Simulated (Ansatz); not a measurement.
# LaRh3C: the cost of one run

Program: Ansatz 0.2.0. Level of theory: DFT PBEsol, scalar-relativistic, plane waves, PAW. These are calculated values, not measurements.

### Step 1. Starting point

It takes space group Pm-3m (No. 221, cubic). Conventional cell: a = 4.253 Å, b = 4.253 Å, c = 4.253 Å, α = 90.00°, β = 90.00°, γ = 90.00°. Around La (site symmetry m-3m) lie 12 Rh at 3.01 Å. Around Rh (site symmetry 4/mmm) lie 2 C at 2.13 Å. C (site symmetry m-3m) has 6 Rh at 2.13 Å as nearest neighbours.

Structure file:

```
CELL_PARAMETERS angstrom
4.25275 0.00000 0.00000
0.00000 4.25275 0.00000
0.00000 0.00000 4.25275
ATOMIC_POSITIONS crystal
La 0.50000 0.50000 0.50000
Rh 0.50000 0.00000 0.00000
Rh 0.00000 0.50000 0.00000
Rh 0.00000 0.00000 0.50000
C 0.00000 0.00000 0.00000
```

It goes back to an entry of the Materials Project.

It is the result of an earlier relaxation at this level (volume 15.38 Å³/atom; gap on the mesh: none (metal)).

### Step 2. Relaxing with PBEsol

input.yaml

```yaml
crystal:
  lattice:
    - [4.2527467423, 0.0, 0.0]
    - [0.0, 4.2527467423, 0.0]
    - [0.0, 0.0, 4.2527467423]
  atoms:
    - { symbol: La, position: [0.5, 0.5, 0.5] }
    - { symbol: Rh, position: [0.5, 0.0, 0.0] }
    - { symbol: Rh, position: [0.0, 0.5, 0.0] }
    - { symbol: Rh, position: [0.0, 0.0, 0.5] }
    - { symbol: C, position: [0.0, 0.0, 0.0] }
basis:
  ecutwfc: 420
kpoints:
  mp_grid: { grid: [8, 8, 8] }
hamiltonian:
  xc: pbesol
scf:
  occupations: { method: gaussian, width: 0.1 }
output:
  forces: true
  stress: true
  eigenvalues: true
relax:
  adjacent_minimum: "off"
  f_tol: 0.005
  max_steps: 50
  cell: { stress_tol: 0.05 }
```

Command:

```console
$ ansatz run input.yaml --threads 2 --pin off --max-ram 5120MiB --backend cpu --events-out ev --progress --plain --runs-dir out
```

**Question.** How long does this run take on 2 threads of Intel Xeon 6975P-C (Granite Rapids), shared host, and how much memory does it need?

About 8.6 s, with a peak of 0.51 GiB.
